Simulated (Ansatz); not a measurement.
# MgBe2Te3: the cost of one run

Method: DFT PBE, scalar-relativistic, plane waves, PAW, in Ansatz 0.2.0.

**1. Starting point**

Symmetry: Cm, No. 8, monoclinic system. Conventional cell: a = 19.487 Å, b = 4.107 Å, c = 8.033 Å, α = 90.00°, β = 101.87°, γ = 90.00°. Mg (site symmetry m) is surrounded by 5 Te at 2.84 to 3.01 Å. Around Mg (site symmetry m) lie 5 Te at 2.84 to 3.02 Å. Around Be (site symmetry m) lie 4 Te at 2.42 to 2.50 Å. Be (site symmetry m) has 4 Te at 2.44 to 2.52 Å as nearest neighbours. Be (site symmetry m) is surrounded by 3 Te at 2.33 to 2.38 Å. Be (site symmetry m) has 4 Te at 2.48 to 2.49 Å as nearest neighbours. Te (site symmetry m) is surrounded by 2 Be at 2.42 to 2.44 Å and 2 Mg at 2.87 Å. Te (site symmetry m) is surrounded by 2 Be at 2.42 to 2.44 Å and 2 Mg at 2.86 Å. Only part of the 12 independent sites is listed.

As a file:

```cif
data_structure
_symmetry_space_group_name_H-M 'Cm'
_symmetry_Int_Tables_number 8
_cell_length_a 19.4868
_cell_length_b 4.1067
_cell_length_c 8.0330
_cell_angle_alpha 90.000
_cell_angle_beta 101.872
_cell_angle_gamma 90.000
_cell_volume 629.10
loop_
_atom_site_label
_atom_site_type_symbol
_atom_site_symmetry_multiplicity
_atom_site_Wyckoff_symbol
_atom_site_fract_x
_atom_site_fract_y
_atom_site_fract_z
_atom_site_occupancy
Mg1 Mg 2 a 0.42040 0.50000 0.87892 1
Mg2 Mg 2 a 0.41993 0.50000 0.33498 1
Be1 Be 2 a 0.24235 0.00000 0.51783 1
Be2 Be 2 a 0.24616 0.00000 0.01785 1
Be3 Be 2 a 0.10676 0.50000 0.19812 1
Be4 Be 2 a 0.08830 0.50000 0.69123 1
Te1 Te 2 a 0.31546 0.00000 0.30802 1
Te2 Te 2 a 0.31653 0.00000 0.79926 1
Te3 Te 2 a 0.48435 0.00000 0.13863 1
Te4 Te 2 a 0.01537 0.00000 0.65466 1
Te5 Te 2 a 0.16781 0.50000 0.48584 1
Te6 Te 2 a 0.16990 0.50000 0.97466 1
```

The start is the relaxed end of an invented cell (made as: species swapped into a database cell of Ti3NbAl2 (P-3m1, No. 164)), taken up again for a closer look.

**2. The guess as it stands, on a coarse mesh**

input.yaml reads:

```yaml
crystal:
  lattice:
    - [9.74342, -2.0533414, 0.0]
    - [9.74342, 2.0533414, 0.0]
    - [-1.6526169, 0.0, 7.8611957]
  atoms:
    - { symbol: Mg, position: [0.920399, 0.920399, 0.878923] }
    - { symbol: Mg, position: [0.9199345, 0.9199345, 0.334982] }
    - { symbol: Be, position: [0.242354, 0.242354, 0.517833] }
    - { symbol: Be, position: [0.246163, 0.246163, 0.017847] }
    - { symbol: Be, position: [0.606758, 0.606758, 0.198121] }
    - { symbol: Be, position: [0.588305, 0.588305, 0.691232] }
    - { symbol: Te, position: [0.3154595, 0.3154595, 0.308018] }
    - { symbol: Te, position: [0.316532, 0.316532, 0.799255] }
    - { symbol: Te, position: [0.484355, 0.484355, 0.138629] }
    - { symbol: Te, position: [0.015372, 0.015372, 0.654662] }
    - { symbol: Te, position: [0.667809, 0.667809, 0.485839] }
    - { symbol: Te, position: [0.669903, 0.669903, 0.97466] }
basis:
  ecutwfc: 420
kpoints:
  mp_grid: { grid: [4, 4, 2] }
hamiltonian:
  xc: pbe
scf:
  occupations: { method: gaussian, width: 0.1 }
  lower_state_search: "off"
output:
  forces: true
  stress: true
  eigenvalues: true
```

Command:

```sh
$ ansatz run input.yaml --threads 4 --pin off --max-ram 8192MiB --backend cpu --events-out ev --progress --plain --runs-dir out
```

What time and memory should one allow on 4 threads of Arm Neoverse V2, shared host?

About 6.8 s, with a peak of 0.83 GiB.
